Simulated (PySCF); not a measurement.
**From one method to the next for KSi⁺**

Aim: see what other levels and later steps give for KSi⁺.

Method: each script names its method and basis; program: PySCF 2.14.0.

2 further runs of the same task are left out: 2 that didn't finish.

### 1 Starting geometry

KSi⁺: 2 atoms, charge 1, spin multiplicity 1.

Bond lengths: K1–Si2 2.844 Å.

### 2 The run that the others are compared with

input.py reads:

```python
from pyscf import gto, scf, mp

mol = gto.M(
    atom='K 0 0 0; Si 0 0 2.844',
    basis='crenbl',
    ecp={'K': 'crenbl', 'Si': 'crenbl'},
    charge=1,
    spin=0,
    verbose=4,
)
mf = scf.UHF(mol)
mf.kernel()
mp.MP2(mf).kernel()
mf.dip_moment()
print('orbital energies (hartree):', [e[max(0, n-3):n+3].round(4) for e, n in zip(mf.mo_energy, mol.nelec)])
```

Run with:

```
OMP_NUM_THREADS=1 python input.py
```

### 3 Stability test

Variant 1 changes step after the SCF: mp2 → stability.

input.py, as its differences from that of step 2:

```diff
@@ -1,2 +1,2 @@
-from pyscf import gto, scf, mp
+from pyscf import gto, scf
 
@@ -12,3 +12,3 @@
 mf.kernel()
-mp.MP2(mf).kernel()
+mf.stability(internal=True, external=True)
 mf.dip_moment()
```

### 4 CISD

Variant 2 changes step after the SCF: mp2 → cisd.

input.py, as its differences from that of step 2:

```diff
@@ -1,2 +1,2 @@
-from pyscf import gto, scf, mp
+from pyscf import gto, scf, ci
 
@@ -12,3 +12,3 @@
 mf.kernel()
-mp.MP2(mf).kernel()
+ci.CISD(mf).kernel()
 mf.dip_moment()
```

### 5 Population analysis

Variant 3 changes step after the SCF: mp2 → analyze.

input.py, as its differences from that of step 2:

```diff
@@ -1,2 +1,2 @@
-from pyscf import gto, scf, mp
+from pyscf import gto, scf
 
@@ -12,3 +12,3 @@
 mf.kernel()
-mp.MP2(mf).kernel()
+mf.mulliken_pop()
 mf.dip_moment()
```

### 6 CASCI (ROHF)

Variant 4 changes step after the SCF: mp2 → casci; SCF type: UHF → ROHF; active space: none → 2 electrons in 2 orbitals.

input.py reads:

```python
from pyscf import gto, scf, mcscf

mol = gto.M(
    atom='K 0 0 0; Si 0 0 2.844',
    basis='crenbl',
    ecp={'K': 'crenbl', 'Si': 'crenbl'},
    charge=1,
    spin=0,
    verbose=4,
)
mf = scf.ROHF(mol)
mf.kernel()
mc = mcscf.CASCI(mf, 2, 2)
mc.kernel()
mc.analyze()
mf.dip_moment()
print('orbital energies (hartree):', mf.mo_energy[..., max(0, mol.nelec[1]-3):mol.nelec[0]+3].round(4))
```

What does the calculation give? Wanted: for each run, E(SCF); from base; gap; after the SCF.

**Answer**, as computed:

```tsv
run	E(SCF) (hartree)	from base (eV)	cycles	gap (eV)	after the SCF
base	-31.361125	0	8	6.85	MP2 correlation -1.696 eV
stability test	-31.361125	0.0000	8	6.85	unstable: internal, real -> complex, UHF/UKS -> GHF/GKS
CISD	-31.361125	0.0000	8	6.85	CISD correlation -2.147 eV
population analysis	-31.361125	0.0000	8	6.85	n/a
CASCI (ROHF)	-31.361125	0.0000	8	n/a	CASCI correlation -1.287 eV
```

**Reading.** On the same reference and core, CISD gains 2.15 eV in 1.7 s; MP2 reaches 79 % of that in 1.4 s.
